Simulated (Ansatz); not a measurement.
**Ga2AsN: a single-point run**

Wanted: a converged single-point run for Ga2AsN, and a check of what comes out. The structure is shown as the input types it. The cell is built on a prototype (ordering on rocksalt) and needn't be the phase found in nature.

Method: density functional or hybrid calculation with the settings of its input, plane waves, in Ansatz 0.2.0.

2 further runs of the same task are left out: 1 for a known fault of the program, 1 that didn't finish.

**1. The system as given**

It takes space group R-3m (No. 166, trigonal). Conventional cell: a = 3.293 Å, b = 3.293 Å, c = 17.863 Å, α = 90.00°, β = 90.00°, γ = 120.00°. N (site symmetry -3m) has 6 Ga at 2.24 Å as nearest neighbours. Around As (site symmetry -3m) lie 6 Ga at 2.62 Å. Around Ga (site symmetry 3m) lie 3 N at 2.24 Å and 3 As at 2.62 Å.

Coordinates:

```
N As Ga
1.0
     1.64654    0.95063    5.95423
    -1.64654    0.95063    5.95423
     0.00000   -1.90127    5.95423
N As Ga
1 1 2
Direct
  0.00000 0.00000 0.00000
  0.50000 0.50000 0.50000
  0.26732 0.26732 0.26732
  0.73268 0.73268 0.73268
```

**2. Running it**

Input file input.yaml:

```yaml
crystal:
  lattice:
    - [1.6465440788, 0.9506326671, 5.9542264271]
    - [-1.6465440788, 0.9506326671, 5.9542264271]
    - [0.0, -1.9012653343, 5.9542264271]
  atoms:
    - { symbol: "N", position: [1.0, 0.0, 0.0] }
    - { symbol: As, position: [0.5, 0.5, 0.5] }
    - { symbol: Ga, position: [0.2673231063, 0.2673231063, 0.2673231063] }
    - { symbol: Ga, position: [0.7326768937, 0.7326768937, 0.7326768937] }
kpoints:
  mp_grid: { grid: [6, 6, 6] }
hamiltonian:
  xc: pbe
scf:
  occupations: { method: methfessel_paxton, width: 1.5 }
  n_extra_bands: 5
output:
  forces: true
  stress: true
  eigenvalues: true
```

Launch:

```bash
ansatz run input.yaml --threads 4 --pin off --max-ram 3686MiB --backend cpu --events-out ev --progress --plain --runs-dir out
```

Q: Will this input give a usable result? If not, why, and what should change?

The run converged and reported no error. That alone doesn't make the input a sound one.

Look at the input: scf.occupations.width is 1.5. A smearing of this width stands for electrons at many thousands of kelvin; it empties bonding states and fills antibonding ones.

Run again and compare: set scf.occupations.width to 0.2.
